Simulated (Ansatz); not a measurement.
# CuMoSe2: the cost of one run

Method: DFT PBE+U (U_eff = 4 eV on Mo d), plane waves, PAW, in Ansatz 0.2.0.

**1. The starting structure**

The structure is trigonal, space group R-3m (No. 166). Conventional cell: a = 3.828 Å, b = 3.828 Å, c = 20.845 Å, α = 90.00°, β = 90.00°, γ = 120.00°. Cu (site symmetry -3m) has 6 Se at 3.04 Å in its first shell of neighbours. Around Mo (site symmetry -3m) lie 6 Se at 2.61 Å. Around Se (site symmetry 3m) lie 3 Mo at 2.61 Å and 3 Cu at 3.04 Å.

Coordinates:

```xyz
4
Lattice="1.9140 1.1050 6.9484 -1.9140 1.1050 6.9484 0.0000 -2.2100 6.9484" Properties=species:S:1:pos:R:3 pbc="T T T"
Cu    0.0000    0.0000   10.4226
Mo    0.0000    0.0000    0.0000
Se    0.0000    0.0000    5.5594
Se    0.0000    0.0000   15.2858
```

Magnetic order typed: ferromagnetic.

**2. From atoms, symmetry kept, no search**

Input file input.yaml:

```yaml
crystal:
  lattice:
    - [1.91395814, 1.10502425, 6.9483984]
    - [-1.91395814, 1.10502425, 6.9483984]
    - [0.0, -2.21004849, 6.9483984]
  atoms:
    - { symbol: Cu, position: [0.5, 0.5, 0.5] }
    - { symbol: Mo, position: [0.0, 0.0, 0.0], spin: 3.0 }
    - { symbol: Se, position: [0.2667, 0.2667, 0.2667] }
    - { symbol: Se, position: [0.7333, 0.7333, 0.7333] }
basis:
  ecutwfc: 420
  ecutrho_ratio: 4
kpoints:
  mp_grid: { grid: [6, 6, 6] }
hamiltonian:
  xc: pbe
  hubbard: { sites: [{ site: 1, l: d, u_eff: 4.0 }] }
scf:
  occupations: { method: gaussian, width: 0.05 }
  lower_state_search: "off"
  max_iter: 150
output:
  forces: true
  stress: true
  eigenvalues: true
  populations: true
  hubbard: { sites: [{ site: 1, l: d }] }
magnetization:
  spin_polarized: true
```

Started as:

```sh
$ ansatz run input.yaml --threads 2 --pin off --max-ram 3072MiB --backend cpu --events-out ev --progress --plain --runs-dir out
```

What time and memory should one allow on 2 threads of AMD EPYC 9R45 (Zen 5), shared host?

About 4 s, with a peak of 0.66 GiB.
